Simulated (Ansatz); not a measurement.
Here is an Ansatz input file for C₃H₃AlOSe, SMILES O=[CH][AlH][C]#C[SeH]. Write the same calculation for the Python package.

```yaml
crystal:
  periodic: [false, false, false]
  atoms:
    - { symbol: O, position_ang: [0.0432, -0.9105, -2.4417] }
    - { symbol: C, position_ang: [-0.7165, -1.5459, -1.7281] }
    - { symbol: Al, position_ang: [-0.9133, -1.0917, 0.1659] }
    - { symbol: C, position_ang: [0.1547, 0.4393, 0.8994] }
    - { symbol: C, position_ang: [0.6805, 1.3671, 1.3329] }
    - { symbol: Se, position_ang: [1.6173, 2.875, 2.0505] }
    - { symbol: H, position_ang: [-1.2228, -2.3913, -2.1288] }
    - { symbol: H, position_ang: [-1.7683, -1.9626, 1.1248] }
    - { symbol: H, position_ang: [2.2137, 3.1743, 0.708] }
accuracy: high
basis:
  gaussian: { orbitals: def2-SVP }
hamiltonian:
  xc: hf
scf:
  lower_state_search: standard
output:
  forces: true
```

The program run on that file:
```console
$ ansatz run input.yaml --threads 1 --pin off --max-ram 4096MiB --backend cpu --events-out ev --progress --plain --runs-dir out
Engine: ansatz 0.2.0, aarch64-unknown-linux-gnu
Functional definition: HF
  exchange = exact_x
  correlation = 0
2508 factors; integrals over basis functions are off by at most 5.2e-8 eV
mean field evaluation 1: about -77040.2318 eV, gradient 4.1e1 eV
mean field evaluation 2: about -77040.3620 eV, gradient 4.1e1 eV
mean field evaluation 4: about -77044.8538 eV, gradient 4.6e0 eV
mean field evaluation 8: about -77044.9588 eV, gradient 5.4e-1 eV
mean field evaluation 16: about -77044.9613 eV, gradient 3.1e-7 eV
mean field -77044.96133176 eV, -2831.3501059919 hartree, gradient 1.3e-8 eV, S^2 0.000000; 0 other end points of the search recorded, 0 dependent functions left out
the calculation of the forces begins
reference -77044.96133176 eV, -2831.3501059919 hartree; 38, 38 occupied and 83, 83 virtual orbitals, 2508 factors
Total energy: -77044.96133176 eV, -2831.3501059919 hartree
Atom 0 at     0.043200    -0.910500    -2.441700 Å, force    -1.448404    -1.198086     1.146227 eV/Å
Atom 1 at    -0.716500    -1.545900    -1.728100 Å, force     2.160928     2.106704    -1.108576 eV/Å
Atom 2 at    -0.913300    -1.091700     0.165900 Å, force     1.094542     1.501281     1.359882 eV/Å
Atom 3 at     0.154700     0.439300     0.899400 Å, force    -4.348724    -6.845141    -3.234414 eV/Å
Atom 4 at     0.680500     1.367100     1.332900 Å, force     4.215812     6.981208     3.451612 eV/Å
Atom 5 at     1.617300     2.875000     2.050500 Å, force    -0.456187    -1.171712    -1.726014 eV/Å
Atom 6 at    -1.222800    -2.391300    -2.128800 Å, force    -0.717334    -1.243808    -0.995907 eV/Å
Atom 7 at    -1.768300    -1.962600     1.124800 Å, force    -0.231722    -0.136798     0.124336 eV/Å
Atom 8 at     2.213700     3.174300     0.708000 Å, force    -0.268911     0.006353     0.982854 eV/Å
Dipole moment:    -0.276336    -0.165354     0.155763 e Å
```

`energy_c3h3alose.py`:
```python
import ansatz as az
import numpy as np

GEOMETRY = """
O     0.04320   -0.91050   -2.44170
C    -0.71650   -1.54590   -1.72810
Al   -0.91330   -1.09170    0.16590
C     0.15470    0.43930    0.89940
C     0.68050    1.36710    1.33290
Se    1.61730    2.87500    2.05050
H    -1.22280   -2.39130   -2.12880
H    -1.76830   -1.96260    1.12480
H     2.21370    3.17430    0.70800
"""

system = az.Crystal.molecule()
for line in GEOMETRY.strip().splitlines():
    symbol, *xyz = line.split()
    system = system.atom(symbol, [float(v) for v in xyz])

base = system.calculation()
base = base.basis(gaussian="def2-SVP").functional("hf")
base = base.accuracy("high")
base = base.scf(lower_state_search="standard")
base = base.forces()
trace = []
result = base.session().plan().execute(on_event=trace.append)
r = result.report
for event in trace:
    if event["event"] == "mean_field_evaluation" and event["data"]["evaluation"] <= 25:
        print("pass {evaluation:3d}  E = {energy_ev:.6f} eV  gradient {gradient_ev:.1e}".format(**event["data"]))

print(f"E = {r['free_energy_ev']:.6f} eV = {r['free_energy_ev'] / 27.211386246:.7f} Ha")
print("converged:", r["converged"], " doubts:", r["published_state_doubts"] or "none")

symbols = [site.symbol for site in system.cartesian_sites]
forces = np.array(r["forces_ev_ang"])
print("largest force", round(float(np.linalg.norm(forces, axis=1).max()), 4), "eV/A, rms", round(float(np.sqrt((forces ** 2).mean())), 4))

charges = r["charge_distribution"]
dipole = np.array(charges["dipole_moment_e_ang"]) * 4.803205
print("dipole (D): {:.3f} {:.3f} {:.3f}, length {:.3f}".format(*dipole, np.linalg.norm(dipole)))
print("atom  Mulliken   Lowdin")
for symbol, m, l in zip(symbols, charges["mulliken_charges_e"], charges["lowdin_charges_e"]):
    print(f"{symbol:4s} {m:9.3f} {l:8.3f}")
```

Output of `python energy_c3h3alose.py`:
```text
pass   1  E = -77040.231791 eV  gradient 4.1e+01
pass   2  E = -77040.362024 eV  gradient 4.1e+01
pass   3  E = -77043.228698 eV  gradient 2.9e+01
pass   4  E = -77044.853773 eV  gradient 4.6e+00
pass   5  E = -77044.938946 eV  gradient 2.0e+00
pass   6  E = -77044.952281 eV  gradient 5.5e-01
pass   7  E = -77044.952467 eV  gradient 5.5e-01
pass   8  E = -77044.958771 eV  gradient 5.4e-01
pass   9  E = -77044.960797 eV  gradient 3.0e-01
pass  10  E = -77044.961227 eV  gradient 1.3e-01
pass  11  E = -77044.961332 eV  gradient 1.4e-04
pass  12  E = -77044.961332 eV  gradient 2.7e-03
pass  13  E = -77044.961332 eV  gradient 3.3e-08
pass  14  E = -77044.961332 eV  gradient 2.4e-05
pass  15  E = -77044.961332 eV  gradient 2.7e-08
pass  16  E = -77044.961332 eV  gradient 3.1e-07
pass  17  E = -77044.961332 eV  gradient 1.3e-08
pass  18  E = -77044.961332 eV  gradient 1.3e-08
pass  19  E = -77016.295902 eV  gradient 5.0e+01
pass  20  E = -77014.334716 eV  gradient 4.8e+01
pass  21  E = -77010.572605 eV  gradient 7.1e+01
pass  22  E = -77025.793919 eV  gradient 1.0e+01
pass  23  E = -77009.702520 eV  gradient 6.5e+01
pass  24  E = -77023.211442 eV  gradient 1.3e+01
E = -77044.961332 eV = -2831.3501060 Ha
converged: True  doubts: none
largest force 8.8557 eV/A, rms 2.6097
dipole (D): -1.327 -0.794 0.748, length 1.718
atom  Mulliken   Lowdin
O       -0.341   -0.014
C       -0.011   -0.055
Al       0.979    0.476
C       -0.577   -0.223
C       -0.049   -0.256
Se       0.138    0.269
H        0.022   -0.051
H       -0.243   -0.144
H        0.081   -0.001
```

Caveats:
- The settings weren't tested for convergence.
- The geometry is a force-field or estimated start, not a minimum of this method, and the basis set is short of its limit.
- The Löwdin charges here are taken after orthogonalising the functions within each atom; they differ from plain Löwdin charges, and their signs can be unphysical.
- Early passes use coarser integrals and grids, so their energies can't be compared with the last.
- Run time: 20 s on 1 thread of Arm Neoverse N1 (shared host), peak memory 0.51 GiB.

(Lines on the test bed's own set-up are left out of the output.)
